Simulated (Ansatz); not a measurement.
# C3H9GeNO: the cost of one run

Program: Ansatz 0.2.0. Level of theory: RHF/def2-mTZVP. These are calculated values, not measurements.

## 1. The structure to begin with

Bond lengths: C1–Ge2 1.944 Å, Ge2–N3 1.892 Å, N3–C4 1.480 Å, N3–C5 1.403 Å, C5–O6 1.277 Å, C1–H7 1.121 Å, C1–H8 1.118 Å, C1–H9 1.044 Å, Ge2–H10 1.574 Å, Ge2–H11 1.529 Å, C4–H12 1.095 Å, C4–H13 1.221 Å, C4–H14 1.030 Å, C5–H15 1.106 Å. Angles (14 of 24 angles, heavy atoms first): C1–Ge2–N3 110.7°, Ge2–N3–C4 117.4°, Ge2–N3–C5 118.5°, C4–N3–C5 123.8°, N3–C5–O6 120.9°, C1–Ge2–H10 108.3°, C1–Ge2–H11 108.2°, N3–Ge2–H10 109.8°, N3–Ge2–H11 110.5°, Ge2–C1–H7 107.0°, Ge2–C1–H8 105.9°, Ge2–C1–H9 111.9°, N3–C4–H12 109.8°, N3–C4–H13 103.5°.

Structure file:

```xyz
15

C    -0.3080   -2.2404    0.5691
Ge    0.9089   -0.7408    0.3450
N    -0.0398    0.8238   -0.1352
C     0.3504    1.4974   -1.3943
C    -0.9826    1.3389    0.7667
O    -1.6265    2.4093    0.5033
H    -0.8749   -2.3483   -0.3923
H    -1.0406   -1.9254    1.3533
H     0.1922   -3.1061    0.8703
H     1.6662   -0.5099    1.7056
H     1.9229   -1.1076   -0.7397
H     0.6543    2.5282   -1.1840
H    -0.6949    1.5511   -2.0235
H     1.0325    0.9522   -1.9412
H    -1.1818    0.8270    1.7261
```

## 2. Relaxing end A

input.yaml

```yaml
crystal:
  periodic: [false, false, false]
  atoms:
    - { symbol: C, position_ang: [-0.308, -2.2404, 0.5691] }
    - { symbol: Ge, position_ang: [0.9089, -0.7408, 0.345] }
    - { symbol: "N", position_ang: [-0.0398, 0.8238, -0.1352] }
    - { symbol: C, position_ang: [0.3504, 1.4974, -1.3943] }
    - { symbol: C, position_ang: [-0.9826, 1.3389, 0.7667] }
    - { symbol: O, position_ang: [-1.6265, 2.4093, 0.5033] }
    - { symbol: H, position_ang: [-0.8749, -2.3483, -0.3923] }
    - { symbol: H, position_ang: [-1.0406, -1.9254, 1.3533] }
    - { symbol: H, position_ang: [0.1922, -3.1061, 0.8703] }
    - { symbol: H, position_ang: [1.6662, -0.5099, 1.7056] }
    - { symbol: H, position_ang: [1.9229, -1.1076, -0.7397] }
    - { symbol: H, position_ang: [0.6543, 2.5282, -1.184] }
    - { symbol: H, position_ang: [-0.6949, 1.5511, -2.0235] }
    - { symbol: H, position_ang: [1.0325, 0.9522, -1.9412] }
    - { symbol: H, position_ang: [-1.1818, 0.827, 1.7261] }
basis:
  gaussian: { orbitals: def2-mTZVP }
hamiltonian:
  xc: hf
relax:
  f_tol: 0.015
  max_steps: 40
output:
  orbitals: {}
```

Command:

```sh
$ ansatz run input.yaml --threads 2 --pin off --max-ram 3072MiB --backend cpu --events-out ev --progress --plain --runs-dir out
```

**Question.** How long does this run take on 2 threads of Arm Neoverse V2, shared host, and how much memory does it need?

About 94 s, with a peak of 0.48 GiB.
